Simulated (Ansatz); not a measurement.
# Ta: strong compression

How does Ta (sc type) answer strong compression? The runs shown use PAW. Its runs: cell relaxed at zero pressure (PAW); volume scaled by 1 (PAW); volume scaled by 0.9 (PAW); volume scaled by 0.8 (PAW); volume scaled by 0.7 (PAW); volume scaled by 0.6 (PAW); volume scaled by 0.5 (PAW); volume scaled by 0.4 (PAW).

Method: DFT, PBEsol, PAW with Ansatz's default frozen-core files, scalar-relativistic, in Ansatz 0.2.0.

## (1) The system as given

Symmetry: Pm-3m, No. 221, cubic system. Conventional cell: a = 2.674 Å, b = 2.674 Å, c = 2.674 Å, α = 90.00°, β = 90.00°, γ = 90.00°. Around Ta (site symmetry m-3m) lie 6 Ta at 2.67 Å.

Structure file:

```xyz
1
Lattice="2.6741 0.0000 0.0000 0.0000 2.6741 0.0000 0.0000 0.0000 2.6741" Properties=species:S:1:pos:R:3 pbc="T T T"
Ta    0.0000    0.0000    0.0000
```

Whether this phase is the stable one at these pressures isn't tested.

## (2) Cell relaxed at zero pressure, PAW

Contents of input.yaml:

```yaml
crystal:
  lattice:
    - [2.6740728146, 0.0, 0.0]
    - [0.0, 2.6740728146, 0.0]
    - [0.0, 0.0, 2.6740728146]
  atoms:
    - { symbol: Ta, position: [0.0, 0.0, 0.0] }
kpoints:
  mp_grid: { grid: [14, 14, 14] }
scf:
  occupations: { method: fermi_dirac, width: 0.05 }
hamiltonian:
  xc: pbesol
  pseudopotentials: { kind: paw }
output:
  forces: true
  stress: true
relax:
  f_tol: 0.005
  max_steps: 40
  cell: {}
```

Launch:

```console
> ansatz run input.yaml --threads 1 --pin off --max-ram 2048MiB --backend cpu --events-out ev --progress --plain --runs-dir out
```

Further steps of the session: Volume scaled by 1, PAW; Volume scaled by 0.9, PAW; Volume scaled by 0.8, PAW; Volume scaled by 0.7, PAW; Volume scaled by 0.6, PAW; Volume scaled by 0.5, PAW; Volume scaled by 0.4, PAW.

What does the calculation give? Wanted: PAW pressure at 0.4 of the volume; fitted bulk modulus at zero pressure.

**Answer**, as computed:

```
                                  quantity      value
         PAW pressure at 0.4 of the volume  935.0 GPa
fitted bulk modulus at zero pressure (PAW)    147 GPa
                   its pressure derivative       4.13
```

By PAW the pressure climbs to 935 GPa at 0.4 of the first volume. A third-order Birch-Murnaghan curve fits the range only roughly (B₀ = 147 GPa, B′ = 4.13, misfit at most 4.71 GPa). A fit over so wide a range leans to the high pressures, so B₀ can be off by several per cent. No all-electron run checks these rows here, and frozen cores can fail under such compression. The ions are at rest, and the electrons smeared by 0.05 eV. Spin-orbit coupling is left out, though the cell holds Ta; in elements this heavy it can shift bands and gaps by tenths of an eV.

At pressures up to 935 GPa the PAW spheres may overlap and frozen cores may not hold, so those PAW values are rough without an all-electron check.
